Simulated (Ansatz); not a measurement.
# Hf: an axial (c/a) deformation path

The task here is to estimate one member of a computed series from the others.

Program: Ansatz 0.2.0. Level of theory: DFT PBEsol, scalar-relativistic, plane waves, PAW. These are calculated values, not measurements.

**The starting structure**

Symmetry: P6_3/mmc, No. 194, hexagonal system. Conventional cell: a = 3.197 Å, b = 3.197 Å, c = 5.058 Å, α = 90.00°, β = 90.00°, γ = 120.00°. Hf (site symmetry -6m2) is surrounded by 12 Hf at 3.13 to 3.20 Å.

Coordinates:

```cif
data_structure
_symmetry_space_group_name_H-M 'P 1'
_symmetry_Int_Tables_number 1
_cell_length_a 3.1967
_cell_length_b 3.1967
_cell_length_c 5.0578
_cell_angle_alpha 90.000
_cell_angle_beta 90.000
_cell_angle_gamma 120.000
_cell_volume 44.76
loop_
_atom_site_label
_atom_site_type_symbol
_atom_site_fract_x
_atom_site_fract_y
_atom_site_fract_z
_atom_site_occupancy
Hf1 Hf 0.33333 0.66667 0.25000 1
Hf2 Hf 0.66667 0.33333 0.75000 1
```

The cell is taken as given, not relaxed at this level.

Set-up of the first run:

At fixed volume and fractional coordinates, lengths along (0.000, 0.000, 1.000) are scaled against those across it; ρ is that ratio over its starting value.

input.yaml reads:

```yaml
crystal:
  lattice:
    - [3.3746497546, 0.0, 0.0]
    - [-1.6873248773, 2.9225324164, 0.0]
    - [0.0, 0.0, 4.538450495]
  atoms:
    - { symbol: Hf, position: [0.3333333333, 0.6666666667, 0.25] }
    - { symbol: Hf, position: [0.6666666667, 0.3333333333, 0.75] }
basis:
  ecutwfc: 420
kpoints:
  mp_grid: { grid: [18, 18, 10] }
hamiltonian:
  xc: pbesol
scf:
  occupations: { method: gaussian, width: 0.15 }
output:
  forces: true
  stress: true
  eigenvalues: true
  write_density: true
  write_potential: true
  elf: true
  volumetric_format: npy
```

The run is started by

```sh
$ ansatz run input.yaml --threads 1 --pin off --max-ram 2560MiB --backend cpu --events-out ev --progress --plain --runs-dir out
```

Steps of the session up to this table: At ρ = 0.850; At ρ = 1.200; At ρ = 0.920; Point ρ = 1.100; ρ = 0.960; ρ = 1.050; At ρ = 0.800; At ρ = 1.300.

One table of the session follows, with a row left open; its other results are not shown here.

It belongs to the step «The scan collected». The scan, with free energies counted from the undisturbed cell:

```
    ρ  ΔE (meV/atom)  pressure (GPa)
0.800          236.5            -1.6
0.850          135.6            -2.3
0.920           37.6            -3.2
0.960              ?               ?
1.000            0.0            -3.8
1.050           13.5            -3.8
1.100           48.4            -3.7
1.200          153.7            -3.5
1.300          273.4            -2.5
```

Q: Estimate the row for ρ = 0.960 from the others.

Worked estimate for «ΔE (meV/atom)». A straight line through the neighbours (0.920, 37.6) and (1.000, 0.0) gives 37.6 + (0.0 − 37.6) × (0.960 − 0.920) / (1.000 − 0.920) = 18.8; a parabola fitted to 4 rows on both sides gives 9.1.

**Answer.** ΔE (meV/atom): 8.9; pressure (GPa): -3.5. In «ΔE (meV/atom)» the line misses by +9.9 and the parabola by +0.2.
